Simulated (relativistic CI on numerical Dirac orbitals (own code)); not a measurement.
# 4d ions of charge 3+: ground levels and radial parameters

Aim: one configuration for each member; how do the lowest level, the moment, the spin-orbit parameter and the size of the open shell change?

Method: Dirac-Coulomb-Breit CI, KLI orbitals optimised for each configuration, model QED (radiative potential, 1s self-energy scaled to tabulated hydrogen-like ionisation energies), valence Slater integrals scaled by 0.75. Code: relativistic CI on numerical Dirac orbitals (own code) version 3.

## Step 1: The system

| Item | Value |
| --- | --- |
| members | Zr³⁺ [Kr] 4d, Nb³⁺ [Kr] 4d2, Mo³⁺ [Kr] 4d3, Tc³⁺ [Kr] 4d4, Ru³⁺ [Kr] 4d5 |
| Slater scale | 0.75 |

## Step 2: Zr³⁺, [Kr] 4d

Settings of the run:

```ini
atom Zr  Z=40  charge=3  electrons=37
nucleus A=90  rms_radius_fm=4.2694
hamiltonian dirac-coulomb  breit=on  qed=on  c_scale=1
orbitals kli  potential=per-configuration
slater_scale 0.75
correlation none
mixing on
configurations
  [Kr] 4d
end
```

Started as:

```bash
$ python run_levels.py task.json out
```

One command runs all members of the session, one after another, from task.json.

## Step 3: Nb³⁺, [Kr] 4d2

Settings of the run:

```ini
atom Nb  Z=41  charge=3  electrons=38
nucleus A=93  rms_radius_fm=4.3240
hamiltonian dirac-coulomb  breit=on  qed=on  c_scale=1
orbitals kli  potential=per-configuration
slater_scale 0.75
correlation none
mixing on
configurations
  [Kr] 4d2
end
```

## Step 4: Mo³⁺, [Kr] 4d3

Settings of the run:

```ini
atom Mo  Z=42  charge=3  electrons=39
nucleus A=98  rms_radius_fm=4.4091
hamiltonian dirac-coulomb  breit=on  qed=on  c_scale=1
orbitals kli  potential=per-configuration
slater_scale 0.75
correlation none
mixing on
configurations
  [Kr] 4d3
end
```

## Step 5: Tc³⁺, [Kr] 4d4

Settings of the run:

```ini
atom Tc  Z=43  charge=3  electrons=40
nucleus A=97  rms_radius_fm=4.4112
hamiltonian dirac-coulomb  breit=on  qed=on  c_scale=1
orbitals kli  potential=per-configuration
slater_scale 0.75
correlation none
mixing on
configurations
  [Kr] 4d4
end
```

## Step 6: Ru³⁺, [Kr] 4d5

Settings of the run:

```ini
atom Ru  Z=44  charge=3  electrons=41
nucleus A=102  rms_radius_fm=4.4809
hamiltonian dirac-coulomb  breit=on  qed=on  c_scale=1
orbitals kli  potential=per-configuration
slater_scale 0.75
correlation none
mixing on
configurations
  [Kr] 4d5
end
```

(Steps that only read results are left out.)

Before running it: what results should come out? Wanted: lowest levels; largest moment; ζ, first and last; <r>, first and last.

**Answer**, as computed:

```
           quantity                                                   value
      lowest levels  Zr³⁺ 2D3/2, Nb³⁺ 3F2, Mo³⁺ 4F3/2, Tc³⁺ 5D0, Ru³⁺ 6S5/2
     largest moment                                          5.91 μB (Ru³⁺)
  ζ, first and last                                    4d 443, 4d 1140 cm⁻¹
<r>, first and last                                   4d 1.84, 4d 1.44 bohr
```

What this shows: The 4d shell contracts steadily, by 22 % from first to last, as the added nuclear charge is poorly screened. ζ rises by a factor of 2.6 along the series. The largest moment belongs to Ru³⁺. All lowest levels keep an LS purity of 70 % or more.
